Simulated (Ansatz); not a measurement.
Born–Oppenheimer molecular dynamics of a periodic cell of 16 atoms, WC (start crystal WC, start structure P-6m2, volume 1.15 times the crystal's). It goes on from the last frame of an earlier run, with new velocities.

These are results of DFT r2SCAN, scalar-relativistic, plane waves, PAW in Ansatz 0.2.0, not measurements. Settings: accuracy low, PAW set soft_1, cutoff 500 eV, k mesh 3x3x3, fermi-dirac smearing 0.24 eV, no spin polarisation.

```
ensemble        : NVT, Langevin thermostat
time step       : 1 fs
steps asked     : 230
set temperature : 1680 K
friction        : 0.02 /fs
seed            : 692048
```

Frames 10 fs apart, positions in Å, forces in eV/Å.

Velocities at 110 fs (Å/ps):

```
W 1.56 0.22 -0.82
C -2.75 5.22 -7.90
W -6.42 -1.35 -1.70
C -0.94 9.78 -5.69
W -5.64 4.84 0.95
C -18.91 6.61 10.25
W 1.60 2.17 0.79
C -15.00 -18.15 2.02
W 0.33 2.95 0.23
C 9.78 -3.34 2.94
W -7.64 3.18 -1.14
C -10.83 24.66 7.04
W 4.23 -3.47 -0.41
C 10.11 8.57 3.01
W -2.20 1.39 -0.22
C -17.35 6.34 -5.17
```

```xyz
16
Lattice="-2.9743 -5.1517 0.0000 4.4615 -2.5759 0.0000 0.0000 0.0000 5.8428" Properties=species:S:1:pos:R:3:forces:R:3 time_fs=110 energy_less_start_eV=-3.649 T=1876
W -0.162 -5.281 0.004 -0.79 -0.03 1.48
C 1.421 -4.291 1.512 -0.48 -1.27 0.12
W -0.035 -5.012 2.920 -2.03 -4.46 0.90
C 1.277 -4.545 4.556 0.86 1.86 -1.04
W -1.604 -2.707 0.084 -1.94 0.79 0.13
C -0.084 -1.921 1.439 -1.85 2.10 2.38
W -1.526 -2.707 3.038 -2.61 2.10 -1.77
C -0.196 -1.799 4.463 0.50 0.15 0.10
W 1.197 -2.637 0.105 4.15 -2.00 -2.14
C 2.834 -1.802 1.581 0.18 0.58 -0.61
W 1.371 -2.647 2.926 -0.09 0.12 1.83
C 2.633 -2.011 4.510 2.36 2.35 0.02
W -0.183 -0.078 0.143 -0.78 -0.42 -2.18
C -1.804 -4.504 1.629 3.12 2.01 -1.45
W -0.129 -0.072 3.006 -1.63 -0.63 1.16
C -1.745 -4.199 4.414 1.03 -3.26 1.08
16
Lattice="-2.9743 -5.1517 0.0000 4.4615 -2.5759 0.0000 0.0000 0.0000 5.8428" Properties=species:S:1:pos:R:3:forces:R:3 time_fs=120 energy_less_start_eV=-4.407 T=1847
W -0.137 -5.285 0.001 -0.88 1.37 1.54
C 1.387 -4.316 1.538 -0.48 -0.24 -0.13
W -0.103 -5.027 2.899 -0.56 -4.25 2.06
C 1.355 -4.413 4.542 -0.94 1.02 -0.96
W -1.670 -2.662 0.081 -1.02 -0.14 0.13
C -0.308 -1.793 1.535 2.56 0.34 0.06
W -1.516 -2.696 3.032 -4.60 1.91 -1.22
C -0.284 -1.905 4.490 2.04 1.92 0.39
W 1.222 -2.608 0.111 1.69 -1.26 -0.96
C 2.878 -1.738 1.619 -0.64 0.05 -0.91
W 1.312 -2.611 2.915 0.76 0.17 2.35
C 2.572 -1.751 4.551 2.26 -0.38 -1.36
W -0.144 -0.111 0.145 -1.71 1.21 -1.82
C -1.701 -4.409 1.598 1.03 0.48 -0.96
W -0.156 -0.064 3.001 -1.27 0.10 0.62
C -1.825 -4.239 4.410 1.75 -2.29 1.16
16
Lattice="-2.9743 -5.1517 0.0000 4.4615 -2.5759 0.0000 0.0000 0.0000 5.8428" Properties=species:S:1:pos:R:3:forces:R:3 time_fs=130 energy_less_start_eV=-4.642 T=1635
W -0.115 -5.272 -0.002 -1.15 2.63 1.62
C 1.334 -4.381 1.588 0.29 0.95 -0.91
W -0.152 -5.045 2.867 -0.06 -3.55 3.22
C 1.334 -4.261 4.514 -0.39 -0.46 -0.68
W -1.730 -2.621 0.073 1.08 -0.25 0.00
C -0.340 -1.672 1.609 2.31 -1.44 -0.69
W -1.536 -2.676 3.017 -3.77 1.49 0.26
C -0.175 -1.851 4.568 -0.39 1.12 -0.96
W 1.247 -2.582 0.139 1.91 -1.05 -1.34
C 2.862 -1.716 1.593 -0.72 -0.38 -0.60
W 1.263 -2.581 2.924 1.91 0.17 2.51
C 2.682 -1.581 4.511 0.89 -3.11 -1.83
W -0.108 -0.150 0.155 -2.01 2.89 -2.02
C -1.623 -4.320 1.501 -0.26 -0.42 0.37
W -0.176 -0.064 3.003 -0.60 1.26 0.93
C -1.729 -4.365 4.462 0.96 0.16 0.12
16
Lattice="-2.9743 -5.1517 0.0000 4.4615 -2.5759 0.0000 0.0000 0.0000 5.8428" Properties=species:S:1:pos:R:3:forces:R:3 time_fs=140 energy_less_start_eV=-4.297 T=1799
W -0.092 -5.232 0.014 -1.72 0.33 -0.25
C 1.266 -4.485 1.615 2.14 2.52 -2.04
W -0.172 -5.052 2.842 -0.38 -4.06 4.40
C 1.242 -4.226 4.455 1.04 -0.66 0.15
W -1.775 -2.574 0.064 2.41 -1.34 0.07
C -0.227 -1.707 1.652 0.27 -0.84 -1.08
W -1.567 -2.665 3.006 -2.91 0.93 0.56
C -0.133 -1.760 4.594 -1.00 -0.26 -1.66
W 1.280 -2.558 0.162 1.25 -1.51 -1.63
C 2.764 -1.692 1.572 0.33 -1.09 -0.47
W 1.216 -2.566 2.985 2.94 -0.22 1.41
C 2.854 -1.657 4.364 -0.58 -1.16 0.62
W -0.086 -0.196 0.151 -1.90 4.11 -1.60
C -1.562 -4.367 1.424 -1.40 0.73 0.79
W -0.197 -0.035 3.010 0.20 0.41 0.61
C -1.615 -4.500 4.443 -0.68 2.12 0.13
16
Lattice="-2.9743 -5.1517 0.0000 4.4615 -2.5759 0.0000 0.0000 0.0000 5.8428" Properties=species:S:1:pos:R:3:forces:R:3 time_fs=150 energy_less_start_eV=-3.939 T=1604
W -0.093 -5.196 0.050 -1.44 0.15 -1.59
C 1.355 -4.351 1.600 -0.24 1.08 -1.25
W -0.189 -5.075 2.833 0.95 -2.91 3.88
C 1.240 -4.295 4.372 1.13 -0.08 0.89
W -1.812 -2.529 0.039 3.31 -2.12 0.42
C -0.141 -1.737 1.617 -1.25 -0.21 -0.48
W -1.614 -2.657 3.010 -1.88 0.94 0.06
C -0.172 -1.718 4.472 -0.59 -0.56 0.01
W 1.325 -2.533 0.176 0.38 -1.77 -2.19
C 2.712 -1.613 1.473 1.20 -1.94 0.96
W 1.187 -2.533 3.071 3.48 -1.18 -1.02
C 2.886 -1.798 4.323 -1.59 1.02 1.76
W -0.073 -0.221 0.150 -2.19 4.34 -1.97
C -1.607 -4.441 1.425 -1.05 2.02 0.62
W -0.227 0.001 3.006 1.66 -0.86 -0.18
C -1.537 -4.515 4.418 -1.89 2.09 0.05
16
Lattice="-2.9743 -5.1517 0.0000 4.4615 -2.5759 0.0000 0.0000 0.0000 5.8428" Properties=species:S:1:pos:R:3:forces:R:3 time_fs=160 energy_less_start_eV=-4.012 T=1529
W -0.114 -5.169 0.088 -1.26 0.67 -2.20
C 1.420 -4.220 1.470 -2.00 -0.50 1.22
W -0.202 -5.108 2.829 0.81 -0.91 4.02
C 1.305 -4.314 4.339 -0.56 0.17 0.84
W -1.837 -2.499 0.015 4.18 -2.84 0.65
C -0.195 -1.768 1.567 -0.27 0.32 0.12
W -1.666 -2.647 3.008 -1.16 0.65 -1.23
C -0.243 -1.763 4.302 -0.45 0.96 2.79
W 1.377 -2.518 0.180 -0.47 -1.23 -2.12
C 2.850 -1.636 1.433 -0.03 -1.32 1.36
W 1.183 -2.497 3.130 3.46 -2.08 -3.29
C 2.801 -1.829 4.440 -0.12 1.17 0.31
W -0.078 -0.208 0.145 -2.57 3.77 -2.14
C -1.721 -4.385 1.453 0.78 1.29 0.75
W -0.224 0.026 3.011 0.62 -1.05 -0.08
C -1.602 -4.422 4.491 -0.96 0.93 -0.99
16
Lattice="-2.9743 -5.1517 0.0000 4.4615 -2.5759 0.0000 0.0000 0.0000 5.8428" Properties=species:S:1:pos:R:3:forces:R:3 time_fs=170 energy_less_start_eV=-4.055 T=1309
W -0.128 -5.142 0.131 -1.50 0.49 -2.21
C 1.315 -4.132 1.440 -0.43 -1.86 1.79
W -0.200 -5.161 2.844 0.40 0.75 3.79
C 1.298 -4.282 4.361 -1.02 0.11 0.73
W -1.828 -2.471 -0.013 3.20 -2.66 1.99
C -0.238 -1.737 1.565 0.44 0.07 0.26
W -1.703 -2.635 2.999 -0.52 1.27 -1.00
C -0.319 -1.668 4.310 0.48 -0.37 2.08
W 1.416 -2.500 0.167 -1.85 -0.75 -1.10
C 2.974 -1.775 1.515 -2.10 1.13 0.01
W 1.190 -2.469 3.156 2.01 -2.07 -3.42
C 2.743 -1.788 4.526 0.98 1.15 -0.78
W -0.101 -0.170 0.122 -2.00 3.43 -0.77
C -1.745 -4.285 1.522 1.13 -0.06 0.03
W -0.217 0.047 3.026 0.37 -1.09 0.20
C -1.709 -4.331 4.590 0.40 0.44 -1.59
16
Lattice="-2.9743 -5.1517 0.0000 4.4615 -2.5759 0.0000 0.0000 0.0000 5.8428" Properties=species:S:1:pos:R:3:forces:R:3 time_fs=180 energy_less_start_eV=-4.106 T=1760
W -0.144 -5.105 0.150 -1.57 0.75 -1.70
C 1.300 -4.191 1.542 0.08 -0.86 0.47
W -0.195 -5.220 2.884 -0.04 2.37 3.02
C 1.112 -4.209 4.400 1.32 -0.36 1.02
W -1.805 -2.447 -0.004 1.79 -2.13 2.39
C -0.201 -1.726 1.494 0.46 -0.30 1.34
W -1.746 -2.611 2.986 0.30 1.71 0.17
C -0.294 -1.632 4.494 0.37 -0.73 -0.91
W 1.461 -2.484 0.159 -3.39 -1.07 -0.17
C 2.965 -1.857 1.621 -2.32 1.95 -1.04
W 1.194 -2.459 3.156 1.24 -1.74 -2.93
C 2.752 -1.628 4.558 0.41 -0.35 -1.06
W -0.119 -0.117 0.099 -1.54 3.44 0.90
C -1.692 -4.237 1.584 0.38 -0.76 -0.48
W -0.205 0.055 3.054 0.56 -1.20 0.25
C -1.904 -4.156 4.586 1.94 -0.72 -1.26
16
Lattice="-2.9743 -5.1517 0.0000 4.4615 -2.5759 0.0000 0.0000 0.0000 5.8428" Properties=species:S:1:pos:R:3:forces:R:3 time_fs=190 energy_less_start_eV=-3.772 T=1423
W -0.172 -5.055 0.145 -1.43 -0.18 -0.92
C 1.299 -4.341 1.620 -0.14 0.98 -0.74
W -0.183 -5.272 2.935 -1.00 4.30 1.72
C 1.022 -4.191 4.484 2.72 0.29 -0.09
W -1.786 -2.439 0.025 1.33 -2.42 2.18
C -0.160 -1.749 1.413 -0.08 0.31 2.19
W -1.772 -2.569 2.994 1.48 0.94 0.13
C -0.257 -1.670 4.630 0.46 0.32 -2.73
W 1.462 -2.495 0.164 -4.43 -0.72 -1.15
C 2.783 -1.800 1.560 1.18 1.05 0.95
W 1.194 -2.450 3.141 0.58 -1.89 -2.01
C 2.740 -1.490 4.505 -0.07 -2.67 0.27
W -0.165 -0.062 0.085 -0.33 3.12 1.26
C -1.612 -4.257 1.590 -1.12 -0.28 -0.28
W -0.189 0.076 3.081 -0.49 -1.13 -1.17
C -1.912 -4.054 4.486 1.34 -2.02 0.40
16
Lattice="-2.9743 -5.1517 0.0000 4.4615 -2.5759 0.0000 0.0000 0.0000 5.8428" Properties=species:S:1:pos:R:3:forces:R:3 time_fs=200 energy_less_start_eV=-4.219 T=1474
W -0.213 -5.036 0.133 -0.38 -0.49 -0.37
C 1.215 -4.352 1.709 0.98 1.19 -1.89
W -0.176 -5.293 2.996 -1.71 4.83 1.18
C 1.187 -4.160 4.508 0.85 -0.70 0.11
W -1.767 -2.435 0.037 1.27 -2.44 2.17
C -0.126 -1.767 1.504 -1.20 1.30 0.83
W -1.778 -2.526 3.015 2.25 0.67 -0.22
C -0.278 -1.655 4.585 0.70 0.35 -1.65
W 1.445 -2.511 0.171 -4.96 -0.36 -0.97
C 2.653 -1.713 1.572 2.66 0.35 0.81
W 1.208 -2.451 3.122 0.24 -2.06 -1.35
C 2.699 -1.569 4.544 0.92 -1.30 0.16
W -0.215 -0.012 0.062 0.79 1.76 1.93
C -1.580 -4.242 1.646 -1.69 -0.24 -1.02
W -0.150 0.090 3.104 -1.42 -1.62 -2.26
C -1.768 -4.129 4.354 0.71 -1.24 2.56
16
Lattice="-2.9743 -5.1517 0.0000 4.4615 -2.5759 0.0000 0.0000 0.0000 5.8428" Properties=species:S:1:pos:R:3:forces:R:3 time_fs=210 energy_less_start_eV=-4.885 T=2034
W -0.251 -5.034 0.141 1.21 -0.99 0.15
C 1.221 -4.257 1.614 0.70 0.53 -0.18
W -0.169 -5.296 3.056 -0.69 4.68 0.28
C 1.385 -4.193 4.499 -1.91 -0.27 0.27
W -1.746 -2.423 0.060 1.95 -2.26 2.16
C -0.152 -1.673 1.695 -1.17 1.00 -1.37
W -1.759 -2.476 3.058 2.00 -1.24 -1.34
C -0.285 -1.688 4.406 0.89 0.72 1.55
W 1.408 -2.520 0.168 -3.52 0.09 0.30
C 2.731 -1.608 1.624 0.54 -1.39 -0.98
W 1.219 -2.472 3.098 1.01 -1.89 -1.01
C 2.720 -1.754 4.560 1.12 1.32 -0.66
W -0.243 0.036 0.044 1.79 0.29 2.72
C -1.650 -4.173 1.526 -1.00 -0.53 0.36
W -0.128 0.079 3.121 -0.88 -0.76 -2.29
C -1.549 -4.293 4.484 -2.05 0.70 0.04
16
Lattice="-2.9743 -5.1517 0.0000 4.4615 -2.5759 0.0000 0.0000 0.0000 5.8428" Properties=species:S:1:pos:R:3:forces:R:3 time_fs=220 energy_less_start_eV=-3.815 T=1562
W -0.300 -5.048 0.160 4.33 -1.01 1.35
C 1.304 -4.108 1.548 -0.28 -1.01 0.81
W -0.160 -5.267 3.115 -0.25 3.74 -0.47
C 1.450 -4.212 4.532 -2.82 0.11 -0.35
W -1.719 -2.417 0.083 1.79 -1.54 1.81
C -0.231 -1.479 1.773 0.02 -1.77 -2.34
W -1.744 -2.430 3.076 1.73 -1.56 -1.72
C -0.206 -1.719 4.386 -0.01 0.52 2.03
W 1.335 -2.520 0.149 -1.42 0.91 0.06
C 2.876 -1.488 1.611 -1.30 -2.69 -0.64
W 1.246 -2.504 3.064 0.89 -0.31 -0.46
C 2.728 -1.765 4.548 0.82 1.04 -0.72
W -0.232 0.073 0.033 0.91 -0.23 3.55
C -1.738 -4.168 1.378 -0.23 0.21 2.28
W -0.108 0.055 3.133 -0.74 1.22 -1.79
C -1.533 -4.428 4.650 -3.43 2.37 -3.39
```

Of the whole run (230 fs, mean temperature of the second half 1631 K): A run of 0.23 ps of so small a system gives no equilibrium averages. Limits of this set-up: coarse k mesh, low accuracy level.

The run took 41 min on 4 threads of Arm Neoverse V2, on a shared host, peak memory 1.2 GiB.
